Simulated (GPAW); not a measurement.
# In3Se (Pm-3m) in GPAW: convergence with smearing function

Aim: find how far smearing function must go before the results for In3Se settle, at PBE. This setting moves, with any that are tied to it; all else stays.

All numbers are computed with GPAW 26.7.0; they aren't measurements. Logs are shortened: lines on timing, memory, paths and dates and some standing lists are left out, and cuts for length are marked. The log counts tension as positive stress, the text compression.

## Step 1: The structure

It takes space group Pm-3m (No. 221, cubic). Conventional cell: a = 4.804 Å, b = 4.804 Å, c = 4.804 Å, α = 90.00°, β = 90.00°, γ = 90.00°. In (site symmetry 4/mmm) is surrounded by 8 In at 3.40 Å and 4 Se at 3.40 Å. Se (site symmetry m-3m) is surrounded by 12 In at 3.40 Å.

The cell comes from a database or a generator and needn't be the stable form of this composition.

## Step 2: With smearing function fermi-dirac

File run.py:

```python
from ase import Atoms
from ase.dft.bandgap import bandgap
from ase.io import write
from ase.units import GPa
from gpaw import GPAW, PW

atoms = Atoms(['In', 'In', 'In', 'Se'],
              cell=[[4.803758, 0.0, 0.0],
                    [0.0, 4.803758, 0.0],
                    [0.0, 0.0, 4.803758]],
              scaled_positions=[[0.5, 0.5, 0.0],
                                [0.5, 0.0, 0.5],
                                [0.0, 0.5, 0.5],
                                [0.0, 0.0, 0.0]],
              pbc=True)

calc = GPAW(mode=PW(600),
            xc='PBE',
            kpts={'size': (4, 4, 4), 'gamma': True},
            occupations={'name': 'fermi-dirac', 'width': 0.1},
            nbands=37,
            convergence={'density': 1e-05, 'energy': 1e-05},
            maxiter=100,
            txt='gpaw.txt')
atoms.calc = calc
energy = atoms.get_potential_energy()
forces = atoms.get_forces()
stress = atoms.get_stress()
calc.write('gs.gpw')
write('result.traj', atoms)
print(f'Energy: {energy:.6f} eV')
print('Forces (eV/A):')
print(forces.round(4))
print('Stress (GPa):', (stress / GPa).round(3))
print('Fermi level:', round(calc.get_fermi_level(), 4), 'eV')
print(f'Gap: {bandgap(calc)[0]:.4f} eV, direct: {bandgap(calc, direct=True)[0]:.4f} eV')
```

Potentials or basis: GPAW PAW data sets (gpaw-data 1.2.1), pw.

Command:

```sh
OMP_NUM_THREADS=1 python run.py
```

gpaw.txt:

```text
__  _  _
 | _ |_)|_||  |
 |__||  | ||/\| - 26.7.0

Input parameters:
  mode=PW(ecut=600.0),
  convergence={'density': 1e-05, 'energy': 1e-05},
  kpts=MonkhorstPack(size=(4, 4, 4), gamma=True),
  maxiter=100,
  nbands=37,
  occupations=Occupations(name='fermi-dirac', width=0.1),
  xc=XC(name='PBE')

Diagonalizing LCAO Hamiltonian
Converting LCAO to pw mode
    .-----------.
   /|           |
  / |           |
 *  |           |
 |  |           |
 |In|           |
 |  .--In-------.
 | /           /
 |/     In    /
 Se----------*

Atoms  # Å, Bohr magnetons
|   | symbol |        x |        y |        z |    initial magnetic moments |
|---|--------|----------|----------|----------|-----------------------------|
| 0 |     In | 2.401879 | 2.401879 | 0.000000 | ( 0.0000,  0.0000,  0.0000) |
| 1 |     In | 2.401879 | 0.000000 | 2.401879 | ( 0.0000,  0.0000,  0.0000) |
| 2 |     In | 0.000000 | 2.401879 | 2.401879 | ( 0.0000,  0.0000,  0.0000) |
| 3 |     Se | 0.000000 | 0.000000 | 0.000000 | ( 0.0000,  0.0000,  0.0000) |

Unit cell  # Å
| periodic |        x |        y |        z |  lengths |    angles |
|----------|----------|----------|----------|----------|-----------|
|      yes | 4.803758 | 0.000000 | 0.000000 | 4.803758 | 90.000000 |
|      yes | 0.000000 | 4.803758 | 0.000000 | 4.803758 | 90.000000 |
|      yes | 0.000000 | 0.000000 | 4.803758 | 4.803758 | 90.000000 |

Number of symmetries: 48
Symmetry operations  # r_c * U_cc + t_c -> r_c
|    | kind |            matrix            |
|----|------|------------------------------|
|  0 |  E   |  1, 0, 0,  0, 1, 0,  0, 0, 1 |
|  1 |  σ   |  1, 0, 0,  0, 1, 0,  0, 0,-1 |
|  2 |  σ   |  1, 0, 0,  0, 0, 1,  0, 1, 0 |
|  3 |  C4  |  1, 0, 0,  0, 0, 1,  0,-1, 0 |
|  4 |  C4  |  1, 0, 0,  0, 0,-1,  0, 1, 0 |
|  5 |  σ   |  1, 0, 0,  0, 0,-1,  0,-1, 0 |
|  6 |  σ   |  1, 0, 0,  0,-1, 0,  0, 0, 1 |
|  7 |  C2  |  1, 0, 0,  0,-1, 0,  0, 0,-1 |
|  8 |  σ   |  0, 1, 0,  1, 0, 0,  0, 0, 1 |
|  9 |  C2  |  0, 1, 0,  1, 0, 0,  0, 0,-1 |
| 10 |  C3  |  0, 1, 0,  0, 0, 1,  1, 0, 0 |
| 11 |  S6  |  0, 1, 0,  0, 0, 1, -1, 0, 0 |
| 12 |  S6  |  0, 1, 0,  0, 0,-1,  1, 0, 0 |
| 13 |  C3  |  0, 1, 0,  0, 0,-1, -1, 0, 0 |
| 14 |  C4  |  0, 1, 0, -1, 0, 0,  0, 0, 1 |
| 15 |  S4  |  0, 1, 0, -1, 0, 0,  0, 0,-1 |
| 16 |  C3  |  0, 0, 1,  1, 0, 0,  0, 1, 0 |
| 17 |  S6  |  0, 0, 1,  1, 0, 0,  0,-1, 0 |
| 18 |  σ   |  0, 0, 1,  0, 1, 0,  1, 0, 0 |
| 19 |  C4  |  0, 0, 1,  0, 1, 0, -1, 0, 0 |
| 20 |  C2  |  0, 0, 1,  0,-1, 0,  1, 0, 0 |
| 21 |  S4  |  0, 0, 1,  0,-1, 0, -1, 0, 0 |
| 22 |  S6  |  0, 0, 1, -1, 0, 0,  0, 1, 0 |
| 23 |  C3  |  0, 0, 1, -1, 0, 0,  0,-1, 0 |
| 24 |  S6  |  0, 0,-1,  1, 0, 0,  0, 1, 0 |
| 25 |  C3  |  0, 0,-1,  1, 0, 0,  0,-1, 0 |
| 26 |  C4  |  0, 0,-1,  0, 1, 0,  1, 0, 0 |
| 27 |  σ   |  0, 0,-1,  0, 1, 0, -1, 0, 0 |
| 28 |  S4  |  0, 0,-1,  0,-1, 0,  1, 0, 0 |
| 29 |  C2  |  0, 0,-1,  0,-1, 0, -1, 0, 0 |
| 30 |  C3  |  0, 0,-1, -1, 0, 0,  0, 1, 0 |
| 31 |  S6  |  0, 0,-1, -1, 0, 0,  0,-1, 0 |
| 32 |  C4  |  0,-1, 0,  1, 0, 0,  0, 0, 1 |
| 33 |  S4  |  0,-1, 0,  1, 0, 0,  0, 0,-1 |
| 34 |  S6  |  0,-1, 0,  0, 0, 1,  1, 0, 0 |
| 35 |  C3  |  0,-1, 0,  0, 0, 1, -1, 0, 0 |
| 36 |  C3  |  0,-1, 0,  0, 0,-1,  1, 0, 0 |
| 37 |  S6  |  0,-1, 0,  0, 0,-1, -1, 0, 0 |
| 38 |  σ   |  0,-1, 0, -1, 0, 0,  0, 0, 1 |
| 39 |  C2  |  0,-1, 0, -1, 0, 0,  0, 0,-1 |
| 40 |  σ   | -1, 0, 0,  0, 1, 0,  0, 0, 1 |
| 41 |  C2  | -1, 0, 0,  0, 1, 0,  0, 0,-1 |
| 42 |  C2  | -1, 0, 0,  0, 0, 1,  0, 1, 0 |
| 43 |  S4  | -1, 0, 0,  0, 0, 1,  0,-1, 0 |
| 44 |  S4  | -1, 0, 0,  0, 0,-1,  0, 1, 0 |
| 45 |  C2  | -1, 0, 0,  0, 0,-1,  0,-1, 0 |
| 46 |  C2  | -1, 0, 0,  0,-1, 0,  0, 0, 1 |
| 47 |  i   | -1, 0, 0,  0,-1, 0,  0, 0,-1 |

BZ-sampling:
  Number of BZ points: 64
  Number of IBZ points: 10

  Monkhorst-Pack size: [4, 4, 4]
  Monkhorst-Pack shift: [0.125, 0.125, 0.125]

K-points  # in reciprocal-cell coordinates
|   |                                coordinates |     weight |
|---|--------------------------------------------|------------|
| 0 | (  0.00000000,   0.00000000,   0.00000000) | 0.01562500 |
| 1 | (  0.25000000,   0.00000000,   0.00000000) | 0.09375000 |
| 2 | (  0.25000000,   0.25000000,   0.00000000) | 0.18750000 |
| 3 | (  0.25000000,   0.25000000,   0.25000000) | 0.12500000 |
| 4 | (  0.50000000,   0.00000000,   0.00000000) | 0.04687500 |
| 5 | (  0.50000000,   0.25000000,   0.00000000) | 0.18750000 |
| 6 | (  0.50000000,   0.25000000,   0.25000000) | 0.18750000 |
| 7 | (  0.50000000,   0.50000000,   0.00000000) | 0.04687500 |
| 8 | (  0.50000000,   0.50000000,   0.25000000) | 0.09375000 |
| 9 | (  0.50000000,   0.50000000,   0.50000000) | 0.01562500 |

Plane wave coefficients: 3743
Cutoff: 600.0 eV

Spin-components: 1 (collinear spins)
Bands:           37
Projectors:      23
Spin-degeneracy: 2
Datatype:        complex128

Parallelization:
  kpt:    1
  domain: 1
  band:   1

Density:
  Valence electrons: 45.0
  Components: 1
  Grid points: [28 28 28]
  Charge: 0.0  # |e|

Potential:
  Grid points: [28 28 28]

species:
  In:
    name:    Indium
    Z:       49.0
    valence: 13
    core:    36
    charge:  0.0  # [|e|]
    compensation charges:
      type: gauss
      rc: 0.36  # [Å]
      lmax: 2
    cutoffs:
      filter: 2.09  # [Å]
      core: 2.48  # [Å]
    projectors
    | kind |    occ | energy [eV] | rcut [Å] |
    |------|--------|-------------|----------|
    |   5s |  2.000 |      -8.203 |    1.185 |
    |   5p |  1.000 |      -2.521 |    1.244 |
    |   4d | 10.000 |     -18.629 |    1.148 |
    |    s |        |      19.008 |    1.185 |
    |    p |        |      24.691 |    1.244 |
    |    d |        |       8.583 |    1.148 |

    Using partial waves for In as LCAO basis

  Se:
    name:    Selenium
    Z:       34.0
    valence: 6
    core:    28
    charge:  0.0  # [|e|]
    compensation charges:
      type: gauss
      rc: 0.27  # [Å]
      lmax: 2
    cutoffs:
      filter: 1.77  # [Å]
      core: 2.67  # [Å]
    projectors
    | kind |    occ | energy [eV] | rcut [Å] |
    |------|--------|-------------|----------|
    |   4s |  2.000 |     -17.277 |    0.847 |
    |   4p |  4.000 |      -6.512 |    1.005 |
    |    s |        |       9.935 |    0.847 |
    |    p |        |      20.699 |    1.005 |
    |    d |        |       0.000 |    0.847 |

    Using partial waves for Se as LCAO basis

Reference energy: -546029.791111  # eV

eigensolver:
  PPCG
  Converge bands: occupied
  niter=2

density mixing:
  MSR1-Mixer
  Pratt-step length: 0.05
  Maximum mixing coefficient: 0.75
  Old densities: 10
  SVD Regularization: 0.005
  Good broyden scale: 1.0
  Trust region scale: 1.0
  Backstep threshold: 4.0
  History deletion threshold: 6.0
  Fourier metric: weight=20.0, sigma=0.015

occupation numbers:
  Fermi-Dirac:
    width: 0.1000  # eV

poisson solver:
  ecut: 4800.0  # eV

xc functional:
  name: PBE with 2 nearest neighbor stencil

convergence criteria:
- Maximum integral of absolute [dens]ity change: 1e-05 electrons / valence electron
- Maximum [total energy] change in last 3 cyles: 1e-05 eV / valence electron
- Maximum integral of absolute [eigenst]ate change: 4e-08 eV^2 / valence electron
maximum number of iterations: 100

SCF iterations
|iter     | |      energy | eigst |  dens |
|---------|-|-------------|-------|-------|
|iter:   1| |  -12.540046 | -0.06 |       |
|iter:   2| |  -12.497117 | -2.03 | -1.48 |
|iter:   3| |  -12.269321 | -2.49 | -1.53 |
|iter:   4| |  -12.261595 | -3.89 | -1.95 |
|iter:   5| |  -12.260154 | -4.13 | -2.33 |
|iter:   6| |  -12.260218 | -5.50 | -3.32 |
|iter:   7| |  -12.260238c| -5.88 | -3.68 |
|iter:   8| |  -12.260238c| -7.68c| -4.65 |
|iter:   9| |  -12.260238c| -7.91c| -5.26c|

Converged in 9 steps
Energy contributions relative to reference atoms: (reference = -546029.791111)

Energy contributions:
  Kinetic:          38.563108
  Coulomb:         -37.434598
  Zero:              0.453766
  External:          0.000000
  Xc:              -13.818017
  Entropy:          -0.048996
  Spinorbit:         0.000000
  ----------------------------
  Free energy:     -12.284736
  Extrapolated:    -12.260238

dipole moment: (-33.928160, -33.928160, -33.928160)  # |e|*Ang

Fermi level: 6.094
Eigenvalues  # (at kpt = [0.000, 0.000, 0.000])
| band index |      eig [eV] | occ [0-2] |
|------------|---------------|-----------|
|          0 |        -8.691 |     2.000 |
|        ... |               |           |
|         14 |        -8.258 |     2.000 |
|         15 |        -6.692 |     2.000 |
|         16 |        -1.119 |     2.000 |
|         17 |         2.777 |     2.000 |
|         18 |         2.777 |     2.000 |
|         19 |         2.777 |     2.000 |
[... 8 lines left out ...]
|         28 |        11.307 |     0.000 |
|         29 |        12.882 |     0.000 |
|        ... |               |           |
|         36 |        14.348 |     0.000 |

No gap
No difference between direct/indirect transitions

Forces  # eV/Ang
|        x |        y |        z |
|----------|----------|----------|
|  0.00000 |  0.00000 | -0.00000 |  # In   0
|  0.00000 | -0.00000 |  0.00000 |  # In   1
| -0.00000 |  0.00000 |  0.00000 |  # In   2
| -0.00000 | -0.00000 | -0.00000 |  # Se   3

Stress tensor  # eV/Ang^3
|         x |         y |        z |
|-----------|-----------|----------|
|  0.001951 | -0.000000 | 0.000000 |
| -0.000000 |  0.001951 | 0.000000 |
|  0.000000 |  0.000000 | 0.001951 |

# Writing to gs.gpw (mode='')
```

stdout:

```text
Energy: -12.260238 eV
Forces (eV/A):
[[ 0.  0. -0.]
 [ 0. -0.  0.]
 [-0.  0.  0.]
 [-0. -0. -0.]]
Stress (GPa): [ 0.313  0.313  0.313  0.     0.    -0.   ]
Fermi level: 6.0939 eV
Gap: 0.0000 eV, direct: 0.0000 eV
```

It took 26 s on 1 thread of Arm Neoverse V1, shared host; peak memory 0.19 GiB.

What came out:

- Free energy: -12.2847 eV
- Pressure: -0.3 GPa
- Band gap on the k mesh: none (metal or under the smearing width)

## Step 3: With smearing function gaussian

Edit run.py of step 2 so:

```diff
@@ -19,3 +19,3 @@
             kpts={'size': (4, 4, 4), 'gamma': True},
-            occupations={'name': 'fermi-dirac', 'width': 0.1},
+            occupations={'name': 'methfessel-paxton', 'order': 0, 'width': 0.1},
             nbands=37,
```

Potentials or basis: GPAW PAW data sets (gpaw-data 1.2.1), pw.

Command:

```sh
OMP_NUM_THREADS=1 python run.py
```

Run time: 25 s. Hardware: 1 thread of Arm Neoverse V1, shared host; peak memory 0.19 GiB.

The run converged. Its results:

```
Free energy            : -12.2636 eV
Pressure               : -0.4 GPa
Band gap on the k mesh : none (metal or under the smearing width)
```

## Step 4: With smearing function marzari-vanderbilt

Edit run.py of step 3 so:

```diff
@@ -19,3 +19,3 @@
             kpts={'size': (4, 4, 4), 'gamma': True},
-            occupations={'name': 'methfessel-paxton', 'order': 0, 'width': 0.1},
+            occupations={'name': 'marzari-vanderbilt', 'width': 0.1},
             nbands=37,
```

Command:

```sh
OMP_NUM_THREADS=1 python run.py
```

Wall time 26 s (1 thread of Arm Neoverse V1, shared host); peak memory 0.19 GiB.

It converged, with:

- Free energy: -12.2580 eV
- Pressure: -0.4 GPa
- Band gap on the k mesh: none (metal or under the smearing width)

## Step 5: With smearing function methfessel-paxton

Edit run.py of step 4 so:

```diff
@@ -19,3 +19,3 @@
             kpts={'size': (4, 4, 4), 'gamma': True},
-            occupations={'name': 'marzari-vanderbilt', 'width': 0.1},
+            occupations={'name': 'methfessel-paxton', 'width': 0.1, 'order': 1},
             nbands=37,
```

Command:

```sh
OMP_NUM_THREADS=1 python run.py
```

Run time: 26 s. Hardware: 1 thread of Arm Neoverse V1, shared host; peak memory 0.19 GiB.

It converged, with:

```yaml
Free_energy: -12.2584 eV
Pressure: -0.4 GPa
Band_gap_on_the_k_mesh: none (metal or under the smearing width)
```

## Step 6: With smearing function tetrahedron-method

Edit run.py of step 5 so:

```diff
@@ -19,3 +19,3 @@
             kpts={'size': (4, 4, 4), 'gamma': True},
-            occupations={'name': 'methfessel-paxton', 'width': 0.1, 'order': 1},
+            occupations={'name': 'tetrahedron-method'},
             nbands=37,
```

Potentials or basis: GPAW PAW data sets (gpaw-data 1.2.1), pw.

Command:

```sh
OMP_NUM_THREADS=1 python run.py
```

Run time: 26 s. Hardware: 1 thread of Arm Neoverse V1, shared host; peak memory 0.19 GiB.

The run converged. Its results:

- Free energy: -12.1068 eV
- Pressure: 0.0 GPa
- Band gap on the k mesh: none (metal or under the smearing width)

## Step 7: With smearing function improved-tetrahedron-method

Edit run.py of step 6 so:

```diff
@@ -19,3 +19,3 @@
             kpts={'size': (4, 4, 4), 'gamma': True},
-            occupations={'name': 'tetrahedron-method'},
+            occupations={'name': 'improved-tetrahedron-method'},
             nbands=37,
```

Command:

```sh
OMP_NUM_THREADS=1 python run.py
```

Wall time 26 s (1 thread of Arm Neoverse V1, shared host); peak memory 0.19 GiB.

Results (log left out):

```
Free energy            : -12.3016 eV
Pressure               : -0.1 GPa
Band gap on the k mesh : none (metal or under the smearing width)
```

## Step 8: With smearing function fixed

Edit run.py of step 7 so:

```diff
@@ -19,3 +19,3 @@
             kpts={'size': (4, 4, 4), 'gamma': True},
-            occupations={'name': 'improved-tetrahedron-method'},
+            occupations={'width': 0.0},
             nbands=37,
```

Command:

```sh
OMP_NUM_THREADS=1 python run.py
```

Run time: 26 s. Hardware: 1 thread of Arm Neoverse V1, shared host; peak memory 0.19 GiB.

The run converged. Its results:

```
Free energy            : -12.2539 eV
Pressure               : -0.4 GPa
Band gap on the k mesh : none (metal or under the smearing width)
```

## Step 9: The series at a glance

| smearing function | energy less the tightest run, at zero smearing (meV/atom) | pressure (GPa) | SCF cycles | CPU time (s) | peak memory (GiB) |
| --- | --- | --- | --- | --- | --- |
| fermi-dirac | -1.58 | -0.31 | 9 | 26 | 0.19 |
| gaussian | -1.18 | -0.36 | 9 | 25 | 0.19 |
| marzari-vanderbilt | -1.01 | -0.41 | 9 | 26 | 0.19 |
| methfessel-paxton | -0.80 | -0.38 | 9 | 26 | 0.19 |
| tetrahedron-method | 36.77 | 0.00 | 9 | 26 | 0.19 |
| improved-tetrahedron-method | -11.93 | -0.11 | 9 | 26 | 0.19 |
| fixed | 0.00 | -0.37 | 9 | 26 | 0.19 |

Not settled before the last step: the energy (to 1 meV/atom), the pressure (to 0.1 GPa). Narrower smearing needs a denser k mesh, so at a fixed mesh the narrowest width isn't the most accurate. The tightest run that finished is the yardstick and may itself not be fully converged.
